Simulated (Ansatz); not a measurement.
# Ge: energy and stress against strain

The task, for Ge: see how energy and stress answer to the strain pattern (0, 0, 0, 0, 0, 1).

Computed with Ansatz 0.2.0 (DFT PBEsol, scalar-relativistic, plane waves, PAW, unless a step's input says otherwise).

## (1) The structure to begin with

The structure is tetragonal, space group I4_1/amd (No. 141). Conventional cell: a = 5.149 Å, b = 5.149 Å, c = 2.795 Å, α = 90.00°, β = 90.00°, γ = 90.00°. Ge (site symmetry -4m2) is surrounded by 6 Ge at 2.67 to 2.79 Å.

As a file:

```
CELL_PARAMETERS angstrom
-2.57449 2.57449 1.39741
2.57449 -2.57449 1.39741
2.57449 2.57449 -1.39741
ATOMIC_POSITIONS crystal
Ge 0.25000 0.75000 0.50000
Ge 0.50000 0.50000 0.00000
```

It goes back to an entry of the Materials Project, which need not be the stable form.

The cell is taken as given, not relaxed at this level.

## (2) Zero of energy

The reference gives a free energy of -8506.6662 eV, pressure -0.71 GPa, largest force 0.000 eV/Å and gap on the mesh none (metal). It was computed beforehand with the settings of the runs below.

## (3) Next: energy and stress against strain

The cell is strained by ε times the Voigt pattern (0, 0, 0, 0, 0, 1) (xx, yy, zz, yz, xz, xy; engineering shear), with fractional coordinates fixed (clamped ions). The stress on the pattern is the sum of the stress components weighted by it, tension positive.

## (4) ε = -0.1000

The input, input.yaml:

```yaml
crystal:
  lattice:
    - [-2.7032142049, 2.7032142049, 1.3974126432]
    - [2.7032142049, -2.7032142049, 1.3974126432]
    - [2.445765233, 2.445765233, -1.3974126432]
  atoms:
    - { symbol: Ge, position: [0.25, 0.75, 0.5] }
    - { symbol: Ge, position: [0.5, 0.5, 0.0] }
basis:
  ecutwfc: 420
kpoints:
  mp_grid: { grid: [20, 20, 20] }
hamiltonian:
  xc: pbesol
scf:
  occupations: { method: gaussian, width: 0.15 }
output:
  forces: true
  stress: true
  eigenvalues: true
```

Launch:

```sh
$ ansatz run input.yaml --threads 1 --pin off --max-ram 2560MiB --backend cpu --events-out ev --progress --plain --runs-dir out
```

The program printed (excerpt; [...] marks lines left out):

```text
Warning: RAYON_NUM_THREADS=1 ignored (pool sized by the plan → 1); use --threads N
[...]
Pseudopotentials: kind: paw
Pseudopotential: Ge, paw, valence charge 14, recommended cutoff 420 eV (normal), Ge.paw.azcp
Functional definition: PBEsol
[...]
Crystal: 2 atoms, lattice volume = 36.956 Å³
Basis set: ecut = 420 eV, 723 PW (Γ), exchange–correlation on 60×60×50 points (8 copies of the dense FFT grid, shifted against one another)
Bands: 18, of which v1, the nominal top of the filled ones, is band 14 counted from 1 (13 counted from 0)
Symmetry: 8 space group operations
Space group: Fddd (ITA 70), of the structure as read, at distance tolerance 3.3e-5 Å
k-points: 1166 of 8000
[...]
SCF iter   1: F=—  HF=-8506.612450 eV  |F-HF|=—  |Δ(HF+E_count)|=         —  Δρ=2.25e-3  dr2=1.31e-3  ethr=1.77e-3  ⟨swp⟩=5.0  Hψ=85508  notcnv=0
[...]
SCF iter   6: F=-8506.611238 eV  HF=-8506.611238 eV  |F-HF|=1.11e-9  |Δ(HF+E_count)|=   9.96e-9  Δρ=2.60e-6  dr2=2.16e-9  ethr=1.25e-10  ⟨swp⟩=2.7  Hψ=68096  notcnv=0
[...]
SCF converged after 6 iterations
Free energy (F): -8506.611238 eV
[...]
E sigma→0 (E₀):  -8506.606075 eV
Entropy (-TS):   -0.010325 eV (-5.163 meV/atom)
Fermi energy:    11.069116 eV
[...]
--- Forces (eV/Å), atoms counted from 1 ---
  atom   1  Ge     0.00000000     0.00000000     0.00000000
  atom   2  Ge    -0.00000000     0.00000000     0.00000000
[...]
--- Stress (GPa, compression-positive) ---
       -0.211037       4.356637      -0.000000
        4.356637      -0.211037       0.000000
       -0.000000       0.000000      -0.404091
  P = ⅓ Tr σ = -0.2754 GPa (-2.754 kbar)
--- Band table (eV; the first three rows and the last of 1166) ---
  k-point 0: bands = ["-13.6302", "-13.5859", "-13.5622", "-13.5488", "-13.4516", "-13.4475", "-13.4459", "-13.4404", "-13.3880", "-13.3204", "-2.2408", "6.8482", "7.9103", "9.7160", "14.5838", "18.4961", "19.0737", "19.2745"]
[...]
```

It took 73 s on 1 thread of Intel Xeon at 2.50GHz (Skylake/Cascade Lake), shared host; peak memory 0.85 GiB.

## (5) Point ε = 0.0750

Edit input.yaml of step 4 so:

```diff
@@ -2,5 +2,5 @@
   lattice:
-    - [-2.7032142049, 2.7032142049, 1.3974126432]
-    - [2.7032142049, -2.7032142049, 1.3974126432]
-    - [2.445765233, 2.445765233, -1.3974126432]
+    - [-2.4779463545, 2.4779463545, 1.3974126432]
+    - [2.4779463545, -2.4779463545, 1.3974126432]
+    - [2.6710330835, 2.6710330835, -1.3974126432]
   atoms:
```

Launch:

```sh
$ ansatz run input.yaml --threads 1 --pin off --max-ram 2560MiB --backend cpu --events-out ev --progress --plain --runs-dir out
```

The program printed (excerpt; [...] marks lines left out):

```text
Warning: RAYON_NUM_THREADS=1 ignored (pool sized by the plan → 1); use --threads N
[...]
[... 3 set-up lines as earlier in the session ...]
[...]
Crystal: 2 atoms, lattice volume = 36.996 Å³
Basis set: ecut = 420 eV, 735 PW (Γ), exchange–correlation on 54×54×54 points (8 copies of the dense FFT grid, shifted against one another)
Bands: 18, of which v1, the nominal top of the filled ones, is band 14 counted from 1 (13 counted from 0)
[... 2 set-up lines as earlier in the session ...]
k-points: 1166 of 8000
[...]
SCF iter   1: F=—  HF=-8506.635161 eV  |F-HF|=—  |Δ(HF+E_count)|=         —  Δρ=2.26e-3  dr2=1.30e-3  ethr=1.77e-3  ⟨swp⟩=5.0  Hψ=85536  notcnv=0
[...]
SCF iter   6: F=-8506.633973 eV  HF=-8506.633973 eV  |F-HF|=1.04e-9  |Δ(HF+E_count)|=   7.85e-9  Δρ=2.61e-6  dr2=2.23e-9  ethr=1.34e-10  ⟨swp⟩=3.1  Hψ=66325  notcnv=0
[...]
SCF converged after 6 iterations
Free energy (F): -8506.633973 eV
[...]
E sigma→0 (E₀):  -8506.628886 eV
Entropy (-TS):   -0.010173 eV (-5.087 meV/atom)
Fermi energy:    11.049400 eV
[...]
--- Forces (eV/Å), atoms counted from 1 ---
  atom   1  Ge     0.00000000    -0.00000000     0.00000000
  atom   2  Ge    -0.00000000    -0.00000000     0.00000000
[...]
--- Stress (GPa, compression-positive) ---
       -0.558812      -3.495841      -0.000000
       -3.495841      -0.558812       0.000000
       -0.000000       0.000000      -0.272829
  P = ⅓ Tr σ = -0.4635 GPa (-4.635 kbar)
--- Band table (eV; the first three rows and the last of 1166) ---
  k-point 0: bands = ["-13.6503", "-13.6059", "-13.5799", "-13.5702", "-13.4702", "-13.4675", "-13.4644", "-13.4606", "-13.4044", "-13.3372", "-2.2524", "6.9034", "8.0907", "9.4419", "14.4505", "18.5011", "18.9361", "19.2382"]
[...]
```

Run time: 79 s. Hardware: 1 thread of Intel Xeon at 2.50GHz (Skylake/Cascade Lake), shared host; peak memory 0.87 GiB.

## (6) Point ε = -0.0500

Edit input.yaml of step 5 so:

```diff
@@ -2,5 +2,5 @@
   lattice:
-    - [-2.4779463545, 2.4779463545, 1.3974126432]
-    - [2.4779463545, -2.4779463545, 1.3974126432]
-    - [2.6710330835, 2.6710330835, -1.3974126432]
+    - [-2.638851962, 2.638851962, 1.3974126432]
+    - [2.638851962, -2.638851962, 1.3974126432]
+    - [2.510127476, 2.510127476, -1.3974126432]
   atoms:
```

Launch:

```sh
$ ansatz run input.yaml --threads 1 --pin off --max-ram 2560MiB --backend cpu --events-out ev --progress --plain --runs-dir out
```

The program printed (excerpt; [...] marks lines left out):

```text
[...]
SCF converged after 6 iterations
Free energy (F): -8506.651277 eV
[...]
E sigma→0 (E₀):  -8506.646381 eV
Entropy (-TS):   -0.009792 eV (-4.896 meV/atom)
Fermi energy:    11.038275 eV
[...]
--- Forces (eV/Å), atoms counted from 1 ---
  atom   1  Ge     0.00000000     0.00000000     0.00000000
  atom   2  Ge    -0.00000000     0.00000000     0.00000000
[...]
--- Stress (GPa, compression-positive) ---
       -0.840785       2.518476      -0.000000
        2.518476      -0.840785       0.000000
       -0.000000       0.000000      -0.135071
  P = ⅓ Tr σ = -0.6055 GPa (-6.055 kbar)
--- Band table (eV; the first three rows and the last of 1166) ---
  k-point 0: bands = ["-13.6647", "-13.6202", "-13.5922", "-13.5858", "-13.4835", "-13.4819", "-13.4775", "-13.4752", "-13.4163", "-13.3492", "-2.2608", "6.9440", "8.2832", "9.1826", "14.3545", "18.5259", "18.8166", "19.2123"]
[...]
```

Run time: 82 s. Hardware: 1 thread of Intel Xeon at 2.50GHz (Skylake/Cascade Lake), shared host; peak memory 0.87 GiB.

## (7) ε = 0.0250

Edit input.yaml of step 6 so:

```diff
@@ -2,5 +2,5 @@
   lattice:
-    - [-2.638851962, 2.638851962, 1.3974126432]
-    - [2.638851962, -2.638851962, 1.3974126432]
-    - [2.510127476, 2.510127476, -1.3974126432]
+    - [-2.5423085975, 2.5423085975, 1.3974126432]
+    - [2.5423085975, -2.5423085975, 1.3974126432]
+    - [2.6066708405, 2.6066708405, -1.3974126432]
   atoms:
```

Launch:

```sh
$ ansatz run input.yaml --threads 1 --pin off --max-ram 2560MiB --backend cpu --events-out ev --progress --plain --runs-dir out
```

The program printed (excerpt; [...] marks lines left out):

```text
[...]
SCF converged after 6 iterations
Free energy (F): -8506.662394 eV
[...]
E sigma→0 (E₀):  -8506.657946 eV
Entropy (-TS):   -0.008896 eV (-4.448 meV/atom)
Fermi energy:    11.031301 eV
[...]
--- Forces (eV/Å), atoms counted from 1 ---
  atom   1  Ge     0.00000000    -0.00000000    -0.00000000
  atom   2  Ge    -0.00000000     0.00000000     0.00000000
[...]
--- Stress (GPa, compression-positive) ---
       -0.991337      -1.321358       0.000000
       -1.321358      -0.991337      -0.000000
        0.000000      -0.000000      -0.081714
  P = ⅓ Tr σ = -0.6881 GPa (-6.881 kbar)
--- Band table (eV; the first three rows and the last of 1166) ---
  k-point 0: bands = ["-13.6733", "-13.6287", "-13.5991", "-13.5957", "-13.4913", "-13.4907", "-13.4851", "-13.4841", "-13.4233", "-13.3564", "-2.2659", "6.9687", "8.4882", "8.9375", "14.2966", "18.5701", "18.7156", "19.1968"]
[...]
```

Run time: 75 s. Hardware: 1 thread of Intel Xeon at 2.50GHz (Skylake/Cascade Lake), shared host; peak memory 0.87 GiB.

## (8) ε = 0.0875

Edit input.yaml of step 7 so:

```diff
@@ -2,5 +2,5 @@
   lattice:
-    - [-2.5423085975, 2.5423085975, 1.3974126432]
-    - [2.5423085975, -2.5423085975, 1.3974126432]
-    - [2.6066708405, 2.6066708405, -1.3974126432]
+    - [-2.4618557938, 2.4618557938, 1.3974126432]
+    - [2.4618557938, -2.4618557938, 1.3974126432]
+    - [2.6871236442, 2.6871236442, -1.3974126432]
   atoms:
```

Launch:

```sh
$ ansatz run input.yaml --threads 1 --pin off --max-ram 2560MiB --backend cpu --events-out ev --progress --plain --runs-dir out
```

The program printed (excerpt; [...] marks lines left out):

```text
Warning: RAYON_NUM_THREADS=1 ignored (pool sized by the plan → 1); use --threads N
[...]
[... 3 set-up lines as earlier in the session ...]
[...]
Crystal: 2 atoms, lattice volume = 36.977 Å³
Basis set: ecut = 420 eV, 735 PW (Γ), exchange–correlation on 54×54×60 points (8 copies of the dense FFT grid, shifted against one another)
Bands: 18, of which v1, the nominal top of the filled ones, is band 14 counted from 1 (13 counted from 0)
[... 2 set-up lines as earlier in the session ...]
k-points: 1166 of 8000
[...]
SCF iter   1: F=—  HF=-8506.624453 eV  |F-HF|=—  |Δ(HF+E_count)|=         —  Δρ=2.25e-3  dr2=1.30e-3  ethr=1.77e-3  ⟨swp⟩=5.0  Hψ=85512  notcnv=0
[...]
SCF iter   6: F=-8506.623243 eV  HF=-8506.623243 eV  |F-HF|=9.53e-10  |Δ(HF+E_count)|=   8.34e-9  Δρ=2.59e-6  dr2=2.15e-9  ethr=1.32e-10  ⟨swp⟩=3.1  Hψ=66700  notcnv=0
[...]
SCF converged after 6 iterations
Free energy (F): -8506.623243 eV
[...]
E sigma→0 (E₀):  -8506.618162 eV
Entropy (-TS):   -0.010161 eV (-5.080 meV/atom)
Fermi energy:    11.058195 eV
[...]
--- Forces (eV/Å), atoms counted from 1 ---
  atom   1  Ge    -0.00000000     0.00000000     0.00000000
  atom   2  Ge    -0.00000000     0.00000000     0.00000000
[...]
--- Stress (GPa, compression-positive) ---
       -0.395802      -3.961355      -0.000000
       -3.961355      -0.395802       0.000000
       -0.000000       0.000000      -0.338997
  P = ⅓ Tr σ = -0.3769 GPa (-3.769 kbar)
--- Band table (eV; the first three rows and the last of 1166) ---
  k-point 0: bands = ["-13.6410", "-13.5966", "-13.5717", "-13.5602", "-13.4616", "-13.4582", "-13.4559", "-13.4512", "-13.3968", "-13.3294", "-2.2470", "6.8776", "7.9990", "9.5771", "14.5125", "18.4961", "19.0026", "19.2551"]
[...]
```

Run time: 70 s. Hardware: 1 thread of Intel Xeon at 2.50GHz (Skylake/Cascade Lake), shared host; peak memory 0.86 GiB.

## (9) Point ε = 0.0625

The input, input.yaml:

```yaml
crystal:
  lattice:
    - [-2.4940369153, 2.4940369153, 1.3974126432]
    - [2.4940369153, -2.4940369153, 1.3974126432]
    - [2.6549425227, 2.6549425227, -1.3974126432]
  atoms:
    - { symbol: Ge, position: [0.25, 0.75, 0.5] }
    - { symbol: Ge, position: [0.5, 0.5, 0.0] }
basis:
  ecutwfc: 420
kpoints:
  mp_grid: { grid: [20, 20, 20] }
hamiltonian:
  xc: pbesol
scf:
  occupations: { method: gaussian, width: 0.15 }
output:
  forces: true
  stress: true
  eigenvalues: true
  write_density: true
  write_potential: true
  elf: true
  volumetric_format: npy
```

Launch:

```sh
$ ansatz run input.yaml --threads 1 --pin off --max-ram 2560MiB --backend cpu --events-out ev --progress --plain --runs-dir out
```

The program printed (excerpt; [...] marks lines left out):

```text
[...]
SCF converged after 6 iterations
Free energy (F): -8506.643325 eV
[...]
E sigma→0 (E₀):  -8506.638257 eV
Entropy (-TS):   -0.010135 eV (-5.068 meV/atom)
Fermi energy:    11.042984 eV
[...]
--- Forces (eV/Å), atoms counted from 1 ---
  atom   1  Ge     0.00000000     0.00000000     0.00000000
  atom   2  Ge    -0.00000000     0.00000000    -0.00000000
[...]
--- Stress (GPa, compression-positive) ---
       -0.710567      -3.019034       0.000000
       -3.019034      -0.710567      -0.000000
        0.000000      -0.000000      -0.197564
  P = ⅓ Tr σ = -0.5396 GPa (-5.396 kbar)
--- Band table (eV; the first three rows and the last of 1166) ---
  k-point 0: bands = ["-13.6582", "-13.6137", "-13.5867", "-13.5787", "-13.4775", "-13.4754", "-13.4716", "-13.4686", "-13.4109", "-13.3438", "-2.2570", "6.9256", "8.1854", "9.3104", "14.3978", "18.5111", "18.8741", "19.2240"]
[...]
```

It took 92 s on 1 thread of Intel Xeon at 2.50GHz (Skylake/Cascade Lake), shared host; peak memory 0.85 GiB.

Axes a, b and c in the maps are those of this run's conventional cell (a, b, c = 2.795, 7.054, 7.509 Å).

Density in a lattice plane of the grid's cell (edges 2.79 and 7.51 Å, at 0.000 of the third edge), which holds Ge.

Ten even steps from '0' (0.07 e/Å³) to '9' (53.00 e/Å³):
```
00002000
00000000
00000000
00000000
00000000
00000000
00000000
00000000
20000000
93000003
20000000
00000000
00000000
00000000
00000000
00000000
00000000
00000000
00002000
00039300
```
Columns run along the first of these edges and rows up along the second, over one cell in 8 and 20 even steps from the bottom left corner. Atoms in the plane (fractional): Ge at (0.00, 0.50), Ge at (0.50, 0.00).

ELF in the same plane.

Values, 12 rows by 6 columns:
```
0.36 0.42 0.36 0.25 0.36 0.42
0.13 0.21 0.36 0.40 0.36 0.21
0.11 0.12 0.12 0.11 0.12 0.12
0.40 0.36 0.21 0.13 0.21 0.36
0.25 0.36 0.42 0.36 0.42 0.36
0.09 0.11 0.42 0.50 0.42 0.11
0.25 0.36 0.42 0.36 0.42 0.36
0.40 0.36 0.21 0.13 0.21 0.36
0.11 0.12 0.12 0.11 0.12 0.12
0.13 0.21 0.36 0.40 0.36 0.21
0.36 0.42 0.36 0.25 0.36 0.42
0.50 0.42 0.11 0.09 0.11 0.42
```
Columns run along the first of these edges and rows up along the second, over one cell in 6 and 12 even steps from the bottom left corner. Atoms in the plane (fractional): Ge at (0.00, 0.50), Ge at (0.50, 0.00).

Both are smooth fields of the valence electrons: close to the nuclei they are not physical.

Maxima of ELF outside the ion cores: 0.62 on the Ge–Ge line, 1.3 Å from Ge.

## (10) Point ε = 0.0375

The input, input.yaml:

```yaml
crystal:
  lattice:
    - [-2.5262180368, 2.5262180368, 1.3974126432]
    - [2.5262180368, -2.5262180368, 1.3974126432]
    - [2.6227614012, 2.6227614012, -1.3974126432]
  atoms:
    - { symbol: Ge, position: [0.25, 0.75, 0.5] }
    - { symbol: Ge, position: [0.5, 0.5, 0.0] }
basis:
  ecutwfc: 420
kpoints:
  mp_grid: { grid: [20, 20, 20] }
hamiltonian:
  xc: pbesol
scf:
  occupations: { method: gaussian, width: 0.15 }
output:
  forces: true
  stress: true
  eigenvalues: true
```

Launch:

```sh
$ ansatz run input.yaml --threads 1 --pin off --max-ram 2560MiB --backend cpu --events-out ev --progress --plain --runs-dir out
```

The program printed (excerpt; [...] marks lines left out):

```text
[...]
SCF converged after 6 iterations
Free energy (F): -8506.657697 eV
[...]
E sigma→0 (E₀):  -8506.653054 eV
Entropy (-TS):   -0.009284 eV (-4.642 meV/atom)
Fermi energy:    11.034372 eV
[...]
--- Forces (eV/Å), atoms counted from 1 ---
  atom   1  Ge     0.00000000     0.00000000    -0.00000000
  atom   2  Ge    -0.00000000    -0.00000000     0.00000000
[...]
--- Stress (GPa, compression-positive) ---
       -0.932700      -1.950853       0.000000
       -1.950853      -0.932700      -0.000000
        0.000000      -0.000000      -0.101730
  P = ⅓ Tr σ = -0.6557 GPa (-6.557 kbar)
--- Band table (eV; the first three rows and the last of 1166) ---
  k-point 0: bands = ["-13.6697", "-13.6252", "-13.5963", "-13.5915", "-13.4881", "-13.4871", "-13.4820", "-13.4804", "-13.4204", "-13.3534", "-2.2638", "6.9584", "8.3841", "9.0583", "14.3207", "18.5456", "18.7638", "19.2032"]
[...]
```

It took 76 s on 1 thread of Intel Xeon at 2.50GHz (Skylake/Cascade Lake), shared host; peak memory 0.86 GiB.

## (11) The scan collected

Collected from the runs (energy zero: the undisturbed cell):

```tsv
ε	ΔE (meV/atom)	stress on the pattern (GPa)	pressure (GPa)
-0.1000	27.5	-4.36	-0.3
-0.0500	7.5	-2.52	-0.6
0.0000	0.0	0.00	-0.7
0.0250	1.9	1.32	-0.7
0.0375	4.2	1.95	-0.7
0.0625	11.4	3.02	-0.5
0.0750	16.1	3.50	-0.5
0.0875	21.5	3.96	-0.4
```

Not run, since symmetry makes them alike: 0.1000 repeats -0.1000, -0.0750 repeats 0.0750, 0.0500 repeats -0.0500, -0.0250 repeats 0.0250. Energy, pressure and gap are the same there.

## (12) Summary of results

```
                                                              quantity   value
slope of the stress at ε = 0, from the points at -0.0500, 0 and 0.0250  52 GPa
```

What this shows: The slope of the stress at zero strain, 52 GPa, estimates C66 with clamped ions in this Cartesian frame; letting the atoms relax could not make it stiffer. The step is wide, so higher orders mix in. The undisturbed cell stays the lowest of the sampled points.
